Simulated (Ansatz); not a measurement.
# TaN+ (sextet): from Hartree-Fock to the top rungs, def2-TZVPP

The task here is to estimate one member of a computed series from the others.

Program: Ansatz 0.2.0, Gaussian basis. Level of theory: def2-TZVPP, core rule «outside noble gas», up to 5 orbitals frozen. These are calculated values, not measurements.

The runs, in order: UHF; ROHF; CCSD(T) on UHF.

**The system**

The geometry is a PBE0/def2-TZVP stationary point (not a proven minimum) of the parent state, kept for this charge and spin. No spin-orbit coupling is included. Elements past krypton take def2 core potentials.

2 atoms, charge 1, spin multiplicity 6.

Atoms are counted from 1 here; the program's logs count them from 0.

Bond lengths: Ta1–N2 2.115 Å.

Geometry (Å):

```xyz
2
NTa
Ta    0.00000    0.00000    0.00000
N     0.00000    0.00000    2.11540
```

The first run:

The input, in.yaml:

```yaml
crystal:
  periodic: [false, false, false]
  atoms:
    - {symbol: Ta, position_ang: [0.000000, 0.000000, 0.000000]}
    - {symbol: N, position_ang: [0.000000, 0.000000, 2.115400]}
basis:
  gaussian: {orbitals: def2-TZVPP}
total_charge: 1
magnetization: {spin_polarized: true, initial_magnetization: 5}
hamiltonian: {xc: hf}
output: {orbitals: {seedname: orbitals}}
```

Command:

```
$ ansatz run in.yaml --threads 1 --pin off --events-out ev --progress --plain --max-ram 2560MiB --backend cpu
```

Among the steps run: UHF; ROHF; CCSD(T) on UHF.

One table of the session follows, with a row left open; its other results are not shown here.

```
  method  from UCCSD(T) (kJ/mol)
    ROHF                  +593.2
     UHF                       ?
    UMP2                   +90.4
   UCCSD                   +27.7
UCCSD(T)                       0
```

**Question.** Estimate the row for UHF.

The run gave: from UCCSD(T) (kJ/mol): +567.8. In the column «from UCCSD(T) (kJ/mol)» it lies between UMP2 (+90.4) and ROHF (+593.2).

To keep in mind: Warnings: coupled cluster took another determinant than the lowest.
